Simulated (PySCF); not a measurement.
# CoSi+: bond curves at several levels of theory

One table from this session's results is given with a row withheld; the runs are named, their logs left out.

The runs use PySCF 2.14.0; Co def2-TZVPPD, Si def2-TZVPPD, no relativity.

Set-up of the first run:

A driver script around PySCF takes these settings:

```json
{
  "atoms": "Co, Si",
  "charge": "1",
  "basis": "Co def2-TZVPPD, Si def2-TZVPPD",
  "Hamiltonian": "no relativity",
  "basis functions": "115",
  "electrons treated": "40",
  "masses in u": "58.9332, 27.9769",
  "levels": "PBE0, PBE, r²SCAN, B97-3, M06-L, BHandHLYP, r²SCANh, r²SCAN0, ωB97M-V, HF, MP2, SCS-MP2",
  "grid": "80 radial by 434 angular points",
  "occupations": "held fixed by the projection of orbital angular momentum",
  "dissociation limit": "Co+ + Si, each in its ground configuration",
  "starting distance in angstrom": "2.285",
  "values of 2S to try": "0, 2, 4, 6"
}
```

The run is started by

```
$ OMP_NUM_THREADS=2 python dia.py task.json out
```

Among the steps run: Set-up; The PBE0 curve of the state that the search chose; Excited determinants; PBE; r²SCAN; B97-3 (global hybrid GGA); M06-L; BHandHLYP; r²SCANh (hybrid meta-GGA); r²SCAN0; ωB97M-V (range-separated hybrid); ROHF.

One table of the session follows, with a row left open; its other results are not shown here.

Energy (eV) from each level's lowest point:

| R (Å) | ROHF | ROHF-MP2 | ROHF-SCS-MP2 | PBE | r²SCAN |
| --- | --- | --- | --- | --- | --- |
| 1.921 | 1.763 | 0.534 | 0.648 | 0.251 | 0.285 |
| 2.011 | 1.128 | 0.193 | 0.268 | 0.061 | 0.096 |
| 2.100 | 0.684 | 0.031 | 0.066 | 0.000 | 0.014 |
| 2.167 | ? | ? | ? | ? | ? |
| 2.234 | 0.276 | 0.027 | 0.007 | 0.062 | 0.022 |
| 2.301 | 0.155 | 0.049 | 0.000 | 0.139 | 0.075 |
| 2.390 | 0.054 | 0.152 | 0.069 | 0.273 | 0.185 |
| 2.502 | 0.000 | 0.318 | 0.197 | 0.474 | 0.369 |
| 2.636 | 0.008 | 0.541 | 0.381 | 0.743 | 0.628 |
| 2.815 | 0.095 | 0.843 | 0.641 | 1.117 | 1.000 |

Q: Estimate the row for R (Å) = 2.167 from the others.

Worked estimate for «ROHF». A straight line through the neighbours (2.100, 0.684) and (2.234, 0.276) gives 0.684 + (0.276 − 0.684) × (2.167 − 2.100) / (2.234 − 2.100) = 0.480; a parabola fitted to 4 rows on both sides gives 0.445.

The run gave: ROHF: 0.448; ROHF-MP2: 0.000; ROHF-SCS-MP2: 0.007; PBE: 0.013; r²SCAN: 0.000. In «ROHF» the line misses by +0.032 and the parabola by -0.003.

Caveats from the session: Lowest PBE0 solution found, without spin–orbit coupling: ³Δ (triplet), unpaired electrons σ ↑, δ ↑.
